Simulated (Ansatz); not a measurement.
# C3H6Si: the cost of one run

Program: Ansatz 0.2.0. Level of theory: RKS PBE0/def2-SVP. These are calculated values, not measurements.

**1. The starting structure**

Bond lengths: C1–C2 1.385 Å, C2–C3 1.293 Å, C2–Si4 1.789 Å, C3–Si4 1.847 Å, C1–H5 1.120 Å, C1–H6 1.156 Å, C1–H7 1.114 Å, C3–H8 1.038 Å, Si4–H9 1.553 Å, Si4–H10 1.409 Å. Angles (14 of 18 angles, heavy atoms first): C1–C2–C3 143.6°, C1–C2–Si4 144.6°, C3–C2–Si4 71.6°, C2–C3–Si4 66.8°, C2–Si4–C3 41.6°, C2–C1–H5 114.4°, C2–C1–H6 112.2°, C2–C1–H7 114.1°, C2–C3–H8 145.7°, Si4–C3–H8 146.9°, C2–Si4–H9 116.0°, C2–Si4–H10 122.6°, C3–Si4–H9 107.5°, C3–Si4–H10 113.3°.

As a file:

```xyz
10

C    -0.7506    0.7881   -1.0296
C    -0.1065   -0.0486   -0.1339
C     0.1199   -1.2888    0.1550
Si    1.0109   -0.1082    1.2618
H    -1.3445    0.2554   -1.8162
H    -1.5222    1.4736   -0.5087
H    -0.0727    1.4959   -1.5591
H    -0.0085   -2.2758   -0.1412
H     0.3466   -0.1896    2.6632
H     2.4107   -0.1531    1.1116
```

**2. End point A**

input.yaml

```yaml
crystal:
  periodic: [false, false, false]
  atoms:
    - { symbol: C, position_ang: [-0.7506, 0.7881, -1.0296] }
    - { symbol: C, position_ang: [-0.1065, -0.0486, -0.1339] }
    - { symbol: C, position_ang: [0.1199, -1.2888, 0.155] }
    - { symbol: Si, position_ang: [1.0109, -0.1082, 1.2618] }
    - { symbol: H, position_ang: [-1.3445, 0.2554, -1.8162] }
    - { symbol: H, position_ang: [-1.5222, 1.4736, -0.5087] }
    - { symbol: H, position_ang: [-0.0727, 1.4959, -1.5591] }
    - { symbol: H, position_ang: [-0.0085, -2.2758, -0.1412] }
    - { symbol: H, position_ang: [0.3466, -0.1896, 2.6632] }
    - { symbol: H, position_ang: [2.4107, -0.1531, 1.1116] }
basis:
  gaussian: { orbitals: def2-SVP }
hamiltonian:
  xc: pbe0
relax:
  f_tol: 0.015
  max_steps: 40
```

Started as:

```
$ ansatz run input.yaml --threads 1 --pin off --max-ram 2048MiB --backend cpu --events-out ev --progress --plain --runs-dir out
```

**Question.** How long does this run take on 1 thread of Intel Xeon Platinum 8259CL at 2.50GHz (Skylake/Cascade Lake), shared host, and how much memory does it need?

About 26 s, with a peak of 0.18 GiB.
